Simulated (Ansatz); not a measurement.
# SiO2 (Cristobalite): the cost of one run

Program: Ansatz 0.2.0. Level of theory: DFT, PBE, plane-wave PAW, default files, scalar-relativistic, as far as a step names no other. These are calculated values, not measurements.

1 further run of the same task is left out (it didn't finish).

## Step 1: Starting point

The structure is tetragonal, space group P4_12_12 (No. 92). The conventional cell has a = 4.971 Å, b = 4.971 Å, c = 6.928 Å, α = 90.00°, β = 90.00°, γ = 90.00°. Si (site symmetry 2) is surrounded by 4 O at 1.60 to 1.61 Å. Around O (site symmetry 1) lie 2 Si at 1.60 to 1.61 Å.

As a file:

```xyz
12
Lattice="4.9709 0.0000 0.0000 0.0000 4.9709 0.0000 0.0000 0.0000 6.9278" Properties=species:S:1:pos:R:3 pbc="T T T"
Si    1.4938    1.4938    0.0000
Si    0.9917    3.9792    1.7320
Si    3.4771    3.4771    3.4639
Si    3.9792    0.9917    5.1959
O     1.1890    0.5155    1.2373
O     1.9700    3.6745    2.9693
O     3.7819    4.4554    4.7012
O     3.0009    1.2964    6.4332
O     3.6745    1.9700    3.9585
O     4.4554    3.7819    2.2266
O     1.2964    3.0009    0.4946
O     0.5155    1.1890    5.6905
```

## Step 2: First run, atoms as given

input.yaml

```yaml
crystal:
  lattice:
    - [4.9709, 0.0, 0.0]
    - [0.0, 4.9709, 0.0]
    - [0.0, 0.0, 6.9278]
  atoms:
    - { symbol: Si, position: [0.3005, 0.3005, 0.0] }
    - { symbol: Si, position: [0.1995, 0.8005, 0.25] }
    - { symbol: Si, position: [0.6995, 0.6995, 0.5] }
    - { symbol: Si, position: [0.8005, 0.1995, 0.75] }
    - { symbol: O, position: [0.2392, 0.1037, 0.1786] }
    - { symbol: O, position: [0.3963, 0.7392, 0.4286] }
    - { symbol: O, position: [0.7608, 0.8963, 0.6786] }
    - { symbol: O, position: [0.6037, 0.2608, 0.9286] }
    - { symbol: O, position: [0.7392, 0.3963, 0.5714] }
    - { symbol: O, position: [0.8963, 0.7608, 0.3214] }
    - { symbol: O, position: [0.2608, 0.6037, 0.0714] }
    - { symbol: O, position: [0.1037, 0.2392, 0.8214] }
kpoints:
  mp_grid: { grid: [5, 5, 4] }
scf:
  occupations: { method: fermi_dirac, width: 0.02 }
hamiltonian:
  xc: pbe
  pseudopotentials: { kind: paw }
output:
  forces: true
  stress: true
  populations: true
  efg: { quadrupole_moments_barn: { O: -0.02558 }, contact_densities: true }
```

On the command line:

```sh
ansatz run input.yaml --threads 1 --pin off --max-ram 2560MiB --backend cpu --events-out ev --progress --plain --runs-dir out
```

Q: Estimate wall time and peak memory on 1 thread of Arm Neoverse V2, shared host.

About 15 s, with a peak of 0.4 GiB.
